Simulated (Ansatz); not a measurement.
A nudged elastic band was laid between two geometries of a periodic cell of 17 atoms, Si (host Si, host structure diamond, interstitial Si).

Theory: DFT LDA, scalar-relativistic, plane waves, PAW in Ansatz 0.2.0. Settings: PAW set soft_1, cutoff 420 eV, k mesh 2x2x2, fermi-dirac smearing 0.02 eV, no spin polarisation.

```
movable images  : 3
climbing image  : yes
spring          : 5.0 eV/Å²
optimiser       : fire
start path      : default
force threshold : 0.05 eV/Å
iteration limit : 50
end points      : relaxed
largest step    : 0.5 Å
```

Initial state:

```xyz
17
Lattice="0.0000 5.4300 5.4300 5.4300 0.0000 5.4300 5.4300 5.4300 0.0000" Properties=species:S:1:pos:R:3
Si 0.002 -0.001 -0.031
Si 1.382 1.377 1.338
Si 2.719 2.712 0.000
Si 4.054 4.050 1.339
Si 2.754 -0.001 2.716
Si 4.071 1.361 4.081
Si 5.432 2.679 2.716
Si 6.812 4.049 4.094
Si 0.003 2.746 2.715
Si 1.364 4.067 4.078
Si 2.684 5.428 2.716
Si 4.055 6.805 4.092
Si 2.717 2.714 5.431
Si 4.072 4.064 6.783
Si 5.433 5.428 5.464
Si 6.796 6.790 6.784
Si 5.435 5.426 2.717
```

Final state:

Only the atoms that move by more than 0.05 Å are listed.
```
Si17 4.068 4.068 4.071
```

**Question.** Which bonds break or form, and what moves?

**Answer.** Contacts lost: Si2–Si17. Contacts made: Si13–Si17. The atom that moves furthest is Si17, by 2.36 Å.

**Question.** Give the energies along the band, and the barrier.

**Answer.** The run converged. The highest image is number 2 of 0 to 4, 0.31 eV above the ends, which have the same energy within 2 meV. The order of the stationary point at the top wasn't checked. Limits of this set-up: coarse k mesh, PAW files made for another functional.

```
image  path coordinate (Å)  energy (eV)  Si2–Si17 (Å)  Si13–Si17 (Å)
    0                 0.00         0.00          2.39           4.70
    1                 0.72         0.19          2.52           4.06
    2                 1.45         0.31          3.24           3.24
    3                 2.18         0.19          4.06           2.52
    4                 2.90         0.00          4.70           2.39
```

**Question.** What is the geometry of the highest image?

**Answer.** 
```xyz
17
Lattice="0.0000 5.4300 5.4300 5.4300 0.0000 5.4300 5.4300 5.4300 0.0000" Properties=species:S:1:pos:R:3:forces:R:3
Si -0.046 -0.049 -0.013 0.00 0.00 -0.01
Si 1.193 1.190 1.523 0.00 0.00 0.00
Si 2.553 2.550 0.162 -0.02 -0.02 0.02
Si 4.000 3.997 1.254 0.00 0.00 0.02
Si 2.728 -0.048 2.761 0.01 0.00 0.00
Si 4.118 1.342 4.027 0.00 -0.01 0.00
Si 5.503 2.610 2.643 0.00 0.02 0.00
Si 6.891 3.997 4.146 -0.02 0.00 0.00
Si -0.046 2.725 2.761 0.00 0.01 0.00
Si 1.345 4.116 4.027 -0.01 0.00 0.00
Si 2.613 5.500 2.643 0.02 0.00 0.00
Si 4.000 6.888 4.146 0.00 -0.02 0.00
Si 2.880 2.877 5.266 0.00 0.00 0.00
Si 4.119 4.116 6.801 0.00 0.00 0.01
Si 5.503 5.500 5.533 0.00 0.00 -0.02
Si 6.950 6.947 6.626 0.02 0.02 -0.02
Si 4.752 4.749 3.393 0.00 0.00 0.00
```

The run took 7.2 min on 1 thread of Arm Neoverse V1, on a shared host, peak memory 0.64 GiB.
